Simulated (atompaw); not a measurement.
**A PAW (atompaw) potential for Si, from input to tests**

Task: generate the file, and judge it by its logarithmic derivatives, its ghosts and its cutoff.

The numbers are computed with atompaw 4.2.0.5 (PBEsol, scalar-relativistic, spin-unpolarised reference atom).

### Step 1. Settings

The settings as typed:

| Property | Result |
| --- | --- |
| element | silicon (Si, Z = 14) |
| type | PAW |
| frozen core | [He] |
| valence charge | 12 |
| reference configuration | 2s2 2p6 3s2 3p2 |
| partial waves | 2s (bound): rc 0.60 bohr; 3s (bound): rc 1.15 bohr; 2p (bound): rc 0.75 bohr; 3p (bound): rc 1.00 bohr |
| local potential | ultrasoft scheme with l = 2 at 1 Ry, radius 0.95 bohr |
| core correction | smooth core density matched at 0.90 bohr |
| augmentation charge | sinc compensation charge, radius 1.05 bohr; PAW radius 1.15 bohr; waves and projectors: custom polynom2 7 10 vanderbiltortho |

### Step 2. Generating the potential

Si.input reads:

```
Si 14
GGA-PBESOL scalarrelativistic loggrid 1500 logderivrange -12 5 426
3 3 0 0 0 0
3 1 2
0 0 0
c
v
v
v
v
1
1.15 1.05 0.95 0.90
n
n
custom polynom2 7 10 vanderbiltortho sinc
2 1 ultrasoft
0.60
1.15
0.75
1.00
PWSCFOUT
UPFDX 0.0125d0 UPFXMIN -7.d0 UPFZMESH 14.d0
END
```

Command:

```console
$ atompaw < Si.input > Si.log
```

**Question.** What will these runs give? Wanted: cutoffs; bound ghosts; largest phase difference near zero energy, channels read; lowest eigenvalue of the overlap; share of valence orbitals outside the PAW sphere; UPF file.

The runs gave:

| quantity | value |
| --- | --- |
| cutoffs | not determined |
| bound ghosts | not determined |
| largest phase difference near zero energy, channels read | 0.016 rad |
| lowest eigenvalue of the overlap (Bessel basis) | 0.530 (p) |
| share of valence orbitals outside the PAW sphere | 2s 3 %, 3s 92 %, 2p 3 %, 3p 96 % |
| UPF file | written |

**Reading.** Even at 400 Ry an occupied level stays 6724 mRy from its reference, so no cutoffs are read; the levels have long settled, so the basis size isn't the cause: the level found isn't the valence state, or the test fails for this file. Ghosts could not be judged. Near zero energy the phases of the channels with partial waves agree within 0.016 rad. The pseudo curves have a pole with no partner nearby in the atom's: s at -3.37 Ry. These are tests on the free atom; a crystal test is still owed.
